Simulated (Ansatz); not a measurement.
**quartet SnH3O at 6 levels**

Aim: a comparison of 6 runs (UHF/STO-3G, U-r2SCAN/STO-3G, UB2PLYP/STO-3G, UBHLYP/STO-3G, USVWN5/STO-3G, UCCSD(T)/STO-3G) of quartet SnH3O. 

The results are computed with Ansatz 0.2.0.

58 further runs of the same task are left out: 7 that didn't finish, 51 set aside as unsound or not needed.

## Step 1: The structure to begin with

SnH3O has 5 atoms, charge 0, and is taken as a quartet. SMILES of the parent species: `[OH][SnH2]`. The shape is that of a PBE0-D4/def2-TZVP optimisation. This is one conformer, not always the lowest. That shape belongs to the parent species and isn't relaxed for this state.

Bond lengths: O1–Sn2 1.976 Å, O1–H3 0.960 Å, Sn2–H4 1.735 Å, Sn2–H5 1.722 Å. Angles: O1–Sn2–H4 106.9°, O1–Sn2–H5 101.9°, Sn2–O1–H3 113.3°, H4–Sn2–H5 111.7°.

## Step 2: A single-point energy at UHF/STO-3G (run 1)

in.yaml

```yaml
crystal:
  periodic: [false, false, false]
  atoms:
    - {symbol: O, position_ang: [0.707400, -0.732900, 0.861900]}
    - {symbol: Sn, position_ang: [0.104500, 0.308800, -0.705500]}
    - {symbol: H, position_ang: [0.368600, -1.631300, 0.873200]}
    - {symbol: H, position_ang: [-1.606800, 0.061300, -0.845900]}
    - {symbol: H, position_ang: [0.476300, 1.920400, -0.224900]}
basis:
  gaussian:
    orbitals: STO-3G
magnetization:
  spin_polarized: true
  initial_magnetization: 3
hamiltonian:
  xc: hf
accuracy: high
```

Run with:

```
$ ansatz run in.yaml --threads 1 --pin off --max-ram 2610MiB --events-out events.jsonl --progress --plain --runs-dir runs
```

Standard output:

```text
Warning: RAYON_NUM_THREADS=1 ignored (pool sized by the plan → 1); use --threads N
Functional definition: HF
  name "HF"
  exchange = exact_x
  correlation = 0
640 factors; integrals over basis functions are off by at most 4.8e-9 eV
mean field evaluation 1: about -164317.6354 eV, gradient 7.7e0 eV
mean field evaluation 2: about -164317.8676 eV, gradient 7.7e0 eV
mean field evaluation 4: about -164318.9965 eV, gradient 1.2e0 eV
mean field evaluation 8: about -164319.0565 eV, gradient 1.7e-1 eV
mean field evaluation 16: about -164319.0618 eV, gradient 1.5e-8 eV
mean field evaluation 32: about -164318.7946 eV, gradient 8.7e-1 eV
mean field -164319.06180555 eV, -6038.6141418935 hartree, gradient 1.6e-8 eV, S^2 3.765608; 1 other end points of the search recorded, 0 dependent functions left out
reference -164319.06180555 eV, -6038.6141418935 hartree; 32, 29 occupied and 3, 6 virtual orbitals, 640 factors
Total energy: -164319.06180555 eV, -6038.6141418935 hartree
```

Wall time 0.87 s (1 thread of Arm Neoverse V2, shared host); peak memory 0.1 GiB.

## Step 3: A single-point energy at U-r2SCAN/STO-3G (run 2)

run.yaml

```yaml
crystal:
  periodic: [false, false, false]
  atoms:
    - symbol: O
      position_ang: [0.707400, -0.732900, 0.861900]
    - symbol: Sn
      position_ang: [0.104500, 0.308800, -0.705500]
    - symbol: H
      position_ang: [0.368600, -1.631300, 0.873200]
    - symbol: H
      position_ang: [-1.606800, 0.061300, -0.845900]
    - symbol: H
      position_ang: [0.476300, 1.920400, -0.224900]
basis:
  gaussian: {orbitals: STO-3G}
magnetization: {spin_polarized: true, initial_magnetization: 3}
hamiltonian: {xc: r2scan}
accuracy: high
```

Run with:

```
$ ansatz run run.yaml --threads 1 --pin off --max-ram 2610MiB --events-out events.jsonl --progress --plain --runs-dir runs
```

Standard output:

```text
Warning: RAYON_NUM_THREADS=1 ignored (pool sized by the plan → 1); use --threads N
Functional definition: r2SCAN
  name "r2SCAN"
  parameter k0 = 0.174
  parameter k1 = 0.065
  parameter a1 = 4.9479
  exchange = r2scan_x(k0 = k0, k1 = k1, a1 = a1)
  correlation = r2scan_c
640 factors; integrals over basis functions are off by at most 4.8e-9 eV
mean field evaluation 1: about -164387.3655 eV, gradient 5.5e0 eV
mean field evaluation 2: about -164385.6894 eV, gradient 1.3e1 eV
mean field evaluation 4: about -164387.8003 eV, gradient 8.5e-1 eV
mean field evaluation 8: about -164387.7962 eV, gradient 3.2e-2 eV
mean field evaluation 16: about -164387.7962 eV, gradient 2.0e-5 eV
mean field -164387.79621653 eV, -6041.1400849072 hartree, gradient 4.8e-8 eV, S^2 3.754076; 3 other end points of the search recorded, 0 dependent functions left out
reference -164387.79621744 eV, -6041.1400849407 hartree; 32, 29 occupied and 3, 6 virtual orbitals, 640 factors
Total energy: -164387.79621744 eV, -6041.1400849407 hartree
```

Wall time 9 s (1 thread of Arm Neoverse V2, shared host); peak memory 0.25 GiB.

Runs 3 to 4 aren't shown in full; the table further down has their settings and results.

## Step 4: A single-point energy at USVWN5/STO-3G (run 5)

run.yaml

```yaml
crystal:
  periodic: [false, false, false]
  atoms:
    - {symbol: O, position_ang: [0.707400, -0.732900, 0.861900]}
    - {symbol: Sn, position_ang: [0.104500, 0.308800, -0.705500]}
    - {symbol: H, position_ang: [0.368600, -1.631300, 0.873200]}
    - {symbol: H, position_ang: [-1.606800, 0.061300, -0.845900]}
    - {symbol: H, position_ang: [0.476300, 1.920400, -0.224900]}
basis:
  gaussian: {orbitals: STO-3G}
magnetization: {spin_polarized: true, initial_magnetization: 3}
hamiltonian: {xc: {name: SVWN5}}
accuracy: high
```

Run with:

```
$ ansatz run run.yaml --threads 1 --pin off --max-ram 2610MiB --events-out events.jsonl --progress --plain --runs-dir runs
```

Standard output:

```text
Warning: RAYON_NUM_THREADS=1 ignored (pool sized by the plan → 1); use --threads N
Functional definition: SVWN5
  name "SVWN5"
  exchange = slater_x
  correlation = vwn5_c
640 factors; integrals over basis functions are off by at most 4.8e-9 eV
mean field evaluation 1: about -164210.7615 eV, gradient 5.2e0 eV
mean field evaluation 2: about -164203.7302 eV, gradient 2.1e1 eV
mean field evaluation 4: about -164211.1000 eV, gradient 1.8e0 eV
mean field evaluation 8: about -164211.0962 eV, gradient 2.4e-1 eV
mean field evaluation 16: about -164211.0970 eV, gradient 3.1e-5 eV
mean field evaluation 32: about -164208.6260 eV, gradient 1.5e1 eV
mean field -164211.09698320 eV, -6034.6465078534 hartree, gradient 3.1e-8 eV, S^2 3.751155; 2 other end points of the search recorded, 0 dependent functions left out
reference -164211.09698501 eV, -6034.6465079198 hartree; 32, 29 occupied and 3, 6 virtual orbitals, 640 factors
Total energy: -164211.09698501 eV, -6034.6465079198 hartree
```

Run time: 1.8 s. Hardware: 1 thread of Arm Neoverse V2, shared host; peak memory 0.12 GiB.

## Step 5: A single-point energy at UCCSD(T)/STO-3G (run 6)

run.yaml

```yaml
crystal:
  periodic: [false, false, false]
  atoms:
    - symbol: O
      position_ang: [0.707400, -0.732900, 0.861900]
    - symbol: Sn
      position_ang: [0.104500, 0.308800, -0.705500]
    - symbol: H
      position_ang: [0.368600, -1.631300, 0.873200]
    - symbol: H
      position_ang: [-1.606800, 0.061300, -0.845900]
    - symbol: H
      position_ang: [0.476300, 1.920400, -0.224900]
basis:
  gaussian: {orbitals: STO-3G}
magnetization: {spin_polarized: true, initial_magnetization: 3}
correlation: {method: ccsd_t, frozen_orbitals: {H: 0, O: 1, Sn: 18}}
accuracy: high
scf: {omitted_lower_state_checks: [cluster_reference, increment]}
```

Run with:

```
$ ansatz run run.yaml --threads 1 --pin off --max-ram 2610MiB --events-out events.jsonl --progress --plain --runs-dir runs
```

Standard output:

```text
Warning: RAYON_NUM_THREADS=1 ignored (pool sized by the plan → 1); use --threads N
[... 12 lines left out ...]
19 core orbitals not correlated: weight in the atoms' cores, before any rotation towards them, 1.000 or more for the frozen orbitals, at most 0.000 for the correlated occupied ones
[... 39 lines left out ...]
Total energy: -164320.84512141 eV, -6038.6796775426 hartree
Checks for a lower state left out: cluster_reference, increment
```

Wall time 1.2 s (1 thread of Arm Neoverse V2, shared host); peak memory 0.12 GiB.

## Step 6: Overview of the runs

| run | level | frozen core orbitals | energy (Eh) | ⟨S²⟩ | wall time |
| --- | --- | --- | --- | --- | --- |
| 1 | UHF/STO-3G | – | -6038.614142 | 3.766 | 0.87 s |
| 2 | U-r2SCAN/STO-3G | – | -6041.140085 | 3.754 | 9 s |
| 3 | UB2PLYP/STO-3G | 19 | -6040.398081 | 3.754 | 4.2 s |
| 4 | UBHLYP/STO-3G | – | -6041.138182 | 3.752 | 3.6 s |
| 5 | USVWN5/STO-3G | – | -6034.646508 | 3.751 | 1.8 s |
| 6 | UCCSD(T)/STO-3G | 19 | -6038.679678 | 3.766 | 1.2 s |

## Step 7: What came out

```
                                           quantity           value
                                run 6: total energy  -6038.67968 Eh
run 6: correlation energy (19 core orbitals frozen)       -65.5 mEh
                              run 6: (T) correction       -0.45 mEh
           run 6: ⟨S²⟩ of the reference determinant           3.766
                               run 6: T1 diagnostic           0.007
```

**Reading.** Totals of different functionals can't be ranked against each other. In runs 1, 2, 3, 4, 5, 6 the basis is minimal, so the values are rough. In runs 1, 2, 3, 4, 5, 6 relativity is left out where basis or elements ask for it. All runs together took 21 s, the longest 9 s.
